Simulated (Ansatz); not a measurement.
# CH8SeSi3: the cost of one run

All numbers below are computed with Ansatz 0.2.0 (RKS PBE0-D4/def2-SVP).

### 1 Starting point

Bond lengths: Si1–C2 1.817 Å, C2–Si3 1.848 Å, C2–Si4 1.852 Å, C2–Se5 1.934 Å, Si4–Se5 2.349 Å, Si1–H6 1.546 Å, Si1–H7 1.459 Å, Si1–H8 1.430 Å, Si3–H9 1.493 Å, Si3–H10 1.510 Å, Si3–H11 1.438 Å, Si4–H12 1.436 Å, Si4–H13 1.567 Å. Angles (14 of 25 angles, heavy atoms first): Si1–C2–Si3 114.4°, Si1–C2–Si4 117.8°, Si1–C2–Se5 114.8°, Si3–C2–Si4 114.1°, Si3–C2–Se5 113.8°, Si4–C2–Se5 76.7°, C2–Si4–Se5 53.2°, C2–Se5–Si4 50.1°, C2–Si1–H6 109.3°, C2–Si1–H7 110.8°, C2–Si1–H8 111.0°, C2–Si3–H9 109.3°, C2–Si3–H10 109.3°, C2–Si3–H11 110.9°.

Coordinates:

```xyz
13

Si   -1.6650    0.0354   -0.4916
C     0.1250    0.1899   -0.2234
Si    1.0282   -1.4211   -0.1551
Si    0.7090    1.4370    1.0157
Se    0.9976    1.5271   -1.3140
H    -2.2915    1.4466   -0.5768
H    -1.9424   -0.6267   -1.7616
H    -2.2908   -0.6412    0.6020
H     0.5569   -2.2026    1.0270
H     2.4981   -1.1612    0.0729
H     0.8504   -2.1615   -1.3750
H     1.8992    1.1434    1.7628
H    -0.4545    2.4001    1.4318
```

### 2 Relaxing end A

Contents of input.yaml:

```yaml
crystal:
  periodic: [false, false, false]
  atoms:
    - { symbol: Si, position_ang: [-1.665, 0.0354, -0.4916] }
    - { symbol: C, position_ang: [0.125, 0.1899, -0.2234] }
    - { symbol: Si, position_ang: [1.0282, -1.4211, -0.1551] }
    - { symbol: Si, position_ang: [0.709, 1.437, 1.0157] }
    - { symbol: Se, position_ang: [0.9976, 1.5271, -1.314] }
    - { symbol: H, position_ang: [-2.2915, 1.4466, -0.5768] }
    - { symbol: H, position_ang: [-1.9424, -0.6267, -1.7616] }
    - { symbol: H, position_ang: [-2.2908, -0.6412, 0.602] }
    - { symbol: H, position_ang: [0.5569, -2.2026, 1.027] }
    - { symbol: H, position_ang: [2.4981, -1.1612, 0.0729] }
    - { symbol: H, position_ang: [0.8504, -2.1615, -1.375] }
    - { symbol: H, position_ang: [1.8992, 1.1434, 1.7628] }
    - { symbol: H, position_ang: [-0.4545, 2.4001, 1.4318] }
basis:
  gaussian: { orbitals: def2-SVP }
hamiltonian:
  xc: pbe0
  dispersion: d4
relax:
  f_tol: 0.015
  max_steps: 40
```

Run with:

```console
$ ansatz run input.yaml --threads 2 --pin off --max-ram 3072MiB --backend cpu --events-out ev --progress --plain --runs-dir out
```

Q: Estimate wall time and peak memory on 2 threads of Arm Neoverse N1, shared host.

About 71 s, with a peak of 0.42 GiB.
